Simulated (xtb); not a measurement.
**GaH3S3 (SMILES [SH][Ga]([SH])[SH]) at GFN2-xTB**

Aim: energy and gradient of GaH3S3. 

Program for the calculation: xtb 6.7.1.

4 further runs of the same task are left out: 1 for a known fault of the program, 1 that didn't finish, 2 set aside as unsound or not needed.

### Step 1. The structure to begin with

GaH3S3: 7 atoms, total charge 0, spin state singlet. As SMILES, `[SH][Ga]([SH])[SH]`. The coordinates come from a PBE0-D4/def2-TZVP relaxation.

Bond lengths: S1–Ga2 2.198 Å, Ga2–S3 2.195 Å, Ga2–S4 2.193 Å, S1–H5 1.343 Å, S3–H6 1.343 Å, S4–H7 1.344 Å. Angles: S1–Ga2–S3 123.6°, S1–Ga2–S4 119.2°, S3–Ga2–S4 117.2°, Ga2–S1–H5 94.4°, Ga2–S3–H6 94.1°, Ga2–S4–H7 93.4°.

### Step 2. Energy and forces at GFN2-xTB

Input file start.xyz:

```xyz
7

S      0.67500000     0.80660000    -1.59180000
Ga     0.10370000    -0.18220000     0.28670000
S     -1.97170000    -0.37070000     0.97700000
S      1.66690000    -1.03380000     1.56710000
H     -0.58670000     1.11440000    -1.93370000
H     -2.48460000     0.26420000    -0.08940000
H      2.65880000    -0.66660000     0.73850000
```

Run with:

```console
xtb start.xyz --chrg 0 --grad --gfn2 --json > xtb.out
```

**Question.** What will come out? Wanted: total energy; dipole moment; HOMO energy; LUMO energy; HOMO–LUMO gap; dispersion energy; largest force on an atom; mean polarisability.

Computed results:

Level: GFN2-xTB.

```
                      quantity          value
                  total energy   -12.56113 Eh
                 dipole moment         2.59 D
                   HOMO energy      -11.36 eV
                   LUMO energy       -7.87 eV
                 HOMO–LUMO gap        3.49 eV
             dispersion energy  -15.70 kJ/mol
      largest force on an atom     0.737 eV/Å
mean polarisability (D4 model)     99.9 bohr³
```

**Reading.** The largest force is 0.74 eV/Å: the shape isn't a stationary point for this species at this level.
